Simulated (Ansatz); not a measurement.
**C7H5ClO2: small, medium and large basis sets**

Aim: see how fast density functionals converge with the basis set for C7H5ClO2.

Computed with Ansatz 0.2.0, Gaussian basis. Level: one geometry, several basis sets.

Plan: PBE0-D4/def2-SVP; ωB97M-V/def2-SVP; PBE0-D4/def2-QZVPP; ωB97M-V/def2-QZVPP; the functionals' def2-TZVPP values are taken from earlier runs.

## (1) Structure used throughout

All runs share one geometry, relaxed beforehand with PBE0-D4 in a triple-zeta def2 set.

SMILES `O=C(O)c1ccc(Cl)cc1`, 15 atoms, charge 0, spin multiplicity 1.

Atoms are counted from 1 here; the program's logs count them from 0.

Bond lengths: O1–C2 1.204 Å, C2–O3 1.345 Å, C2–C4 1.479 Å, O3–H11 0.967 Å, C4–C5 1.391 Å, C4–C10 1.391 Å, C5–C6 1.381 Å, C5–H12 1.083 Å, C6–C7 1.388 Å, C6–H13 1.082 Å, C7–Cl8 1.723 Å, C7–C9 1.387 Å, C9–C10 1.383 Å, C9–H14 1.082 Å, C10–H15 1.082 Å. Angles: O1–C2–O3 122.3°, O1–C2–C4 124.7°, O3–C2–C4 113.0°, C2–O3–H11 106.2°, C2–C4–C5 118.0°, C2–C4–C10 122.2°, C5–C4–C10 119.8°, C4–C5–C6 120.4°, C4–C5–H12 118.7°, C6–C5–H12 120.9°, C5–C6–C7 119.1°, C5–C6–H13 121.1°, C7–C6–H13 119.9°, C6–C7–Cl8 119.4°, C6–C7–C9 121.3°, Cl8–C7–C9 119.4°, C7–C9–C10 119.2°, C7–C9–H14 119.9° and more.

## (2) PBE0-D4 in def2-SVP

in.yaml

```yaml
crystal:
  periodic: [false, false, false]
  atoms:
    - {symbol: O, position_ang: [2.972844, -0.251564, -0.284215]}
    - {symbol: C, position_ang: [1.909584, -0.699228, -0.627308]}
    - {symbol: O, position_ang: [1.807279, -1.733574, -1.480337]}
    - {symbol: C, position_ang: [0.597123, -0.191575, -0.173698]}
    - {symbol: C, position_ang: [0.582810, 0.880330, 0.713130]}
    - {symbol: C, position_ang: [-0.614832, 1.395158, 1.169637]}
    - {symbol: C, position_ang: [-1.803309, 0.828012, 0.731123]}
    - {symbol: Cl, position_ang: [-3.301963, 1.464128, 1.295614]}
    - {symbol: C, position_ang: [-1.808088, -0.240884, -0.152747]}
    - {symbol: C, position_ang: [-0.603284, -0.748652, -0.603609]}
    - {symbol: H, position_ang: [2.712428, -1.983603, -1.710328]}
    - {symbol: H, position_ang: [1.527281, 1.300483, 1.036343]}
    - {symbol: H, position_ang: [-0.637351, 2.228726, 1.859528]}
    - {symbol: H, position_ang: [-2.748406, -0.665364, -0.479685]}
    - {symbol: H, position_ang: [-0.592125, -1.582382, -1.293430]}
basis:
  gaussian: {orbitals: def2-SVP}
hamiltonian: {xc: pbe0, dispersion: d4}
output: {orbitals: {seedname: orbitals}}
```

The run is started by

```
> ansatz run in.yaml --threads 2 --pin off --events-out ev --progress --plain --max-ram 32768MiB --backend cpu
```

After this run come: ωB97M-V in def2-SVP; PBE0-D4 in def2-QZVPP; ωB97M-V in def2-QZVPP.

Q: Predict the results of all the runs planned. Wanted: PBE0-D4: double and triple zeta above quadruple; ωB97M-V: double and triple zeta above quadruple.

**Answer**, as computed:

| quantity | value |
| --- | --- |
| PBE0-D4: double and triple zeta above quadruple | 17.92, 0.95 eV |
| ωB97M-V: double and triple zeta above quadruple | 18.20, 0.89 eV |

What this shows: For PBE0-D4 the step from double to triple zeta gains 16.97 eV and the next only 0.95 eV. Total energies overstate the basis error of differences, where much of it tends to cancel.
